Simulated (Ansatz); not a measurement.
Predict the output of the script below (the Ansatz DFT code, driven from Python).

`run_defect.py`:
```python
# -*- coding: utf-8 -*-
"""A vacancy in a supercell of Ti3In, against the perfect cell."""

import ansatz as az
import numpy as np

SETTINGS = {
    "kmesh": (3, 3, 3),
    "filling": "gaussian",
    "sigma": 0.1,
    "xc": "PBEsol",
}


def main():
    lattice = az.Lattice.of(
        (0.0, 3.321058, 3.321058),
        (3.321058, 0.0, 3.321058),
        (3.321058, 3.321058, 0.0),
    )
    sites = [
        ("Ti", (0.75, 0.75, 0.75)),
        ("Ti", (0.0, 0.0, 0.0)),
        ("Ti", (0.25, 0.25, 0.25)),
        ("In", (0.5, 0.5, 0.5)),
    ]
    ti3in = az.Crystal(lattice=lattice)
    for symbol, position in sites:
        ti3in = ti3in.atom(symbol, position)
    host = ti3in.supercell(2, 2, 1)
    defective = host.vacancy("Ti", at=(0.25, 0.25, 0.25))

    def prepare(structure):
        return (
            structure.calculation()
            .kpoints(*SETTINGS["kmesh"])
            .occupations(SETTINGS["filling"], width=SETTINGS["sigma"])
            .functional(SETTINGS["xc"])
            .band_table()
        )


    perfect = prepare(host).run(threads=1).report
    calc = prepare(defective).forces()
    outcome = calc.run(threads=1)
    data = outcome.report

    n_host, n_defect = len(perfect["lattice"]["sites"]), len(data["lattice"]["sites"])
    print(f"perfect cell: {n_host} atoms, F = {perfect['free_energy_ev']:.4f} eV")
    print(f"defect cell:  {n_defect} atoms, F = {data['free_energy_ev']:.4f} eV")
    # chemical potentials are still to be added to this difference
    print(f"difference {data['free_energy_ev'] - perfect['free_energy_ev']:.4f} eV (no chemical potentials)")

    for label, run in (("perfect", perfect), ("defect", data)):
        levels, filled = np.array(run["eigenvalues_ev"][0]), np.array(run["occupations"][0])
        top = int(np.argmin(np.abs(levels - run["fermi_energy_ev"])))
        window = slice(max(top - 3, 0), top + 4)
        print(label, "levels near E_F at the first k-point:", ", ".join(f"{e - run['fermi_energy_ev']:.2f} ({f:.2f})" for e, f in zip(levels[window], filled[window])))

    for site in outcome.lattice.sites:
        print(f"{site.symbol:2s}", " ".join(f"{v:8.4f}" for v in site.position_ang))


if __name__ == "__main__":
    main()
```

```console
$ python run_defect.py
DeckWarning: basis.ecutwfc = 420 eV, auto-derived from the records' recommended cutoffs: set by Ti (normal level)
perfect cell: 16 atoms, F = -51789.0371 eV
defect cell:  15 atoms, F = -49313.1787 eV
difference 2475.8584 eV (no chemical potentials)
perfect levels near E_F at the first k-point: -0.21 (2.00), -0.06 (1.61), -0.05 (1.51), 0.02 (0.82), 0.03 (0.70), 0.03 (0.67), 0.04 (0.53)
defect levels near E_F at the first k-point: -0.10 (1.84), -0.05 (1.52), -0.02 (1.18), 0.01 (0.92), 0.01 (0.91), 0.03 (0.67), 0.11 (0.13)
Ti   4.9816   4.9816   4.9816
Ti   0.0000   0.0000   0.0000
In   3.3211   3.3211   3.3211
Ti   8.3026   4.9816   8.3026
Ti   3.3211   0.0000   3.3211
Ti   4.9816   1.6605   4.9816
In   6.6421   3.3211   6.6421
Ti   4.9816   8.3026   8.3026
Ti   0.0000   3.3211   3.3211
Ti   1.6605   4.9816   4.9816
In   3.3211   6.6421   6.6421
Ti   8.3026   8.3026  11.6237
Ti   3.3211   3.3211   6.6421
Ti   4.9816   4.9816   8.3026
In   6.6421   6.6421   9.9632
```
(Warnings from the package without file and line.)

Total energies depend on the potentials; only differences at equal settings carry meaning. A total without «per atom» is that of the cell as typed. The computed bands are complete only to about 1.7 eV above the Fermi level. For a metal this k-point mesh is coarse: on a finer one energies can move by several to tens of meV an atom and pressures by half a GPa or more, differences at one mesh by less. The atoms stand at ideal sites; relaxing them can change energy and levels by an eV or more. The difference holds no chemical potentials. Errors of mesh and smearing per atom add up over the supercell, so the energy can be off by tenths of an eV. Each cell's levels count from its own Fermi level and aren't aligned; one k-point can hide that the defect cell is metallic. This cell is a computed structure, which may not be the phase found in nature. Gaps and levels are Kohn-Sham values on a finite set of k-points, without spin-orbit coupling. The supercell is small, so the defect meets its images and the energies aren't those of an isolated defect; a partly filled defect level may also lower its energy by spin or distortion. For a charged cell the difference holds no correction, alignment or term for the electrons' reservoir. Run time: 43 s on 1 thread of AMD EPYC 7R43 64-Core Processor (Zen 3), on a shared host, peak memory 0.75 GiB.

(A comment or docstring line of the script was reworded after the run, the code is as it ran; lines on the test bed's own set-up are left out of the output.)
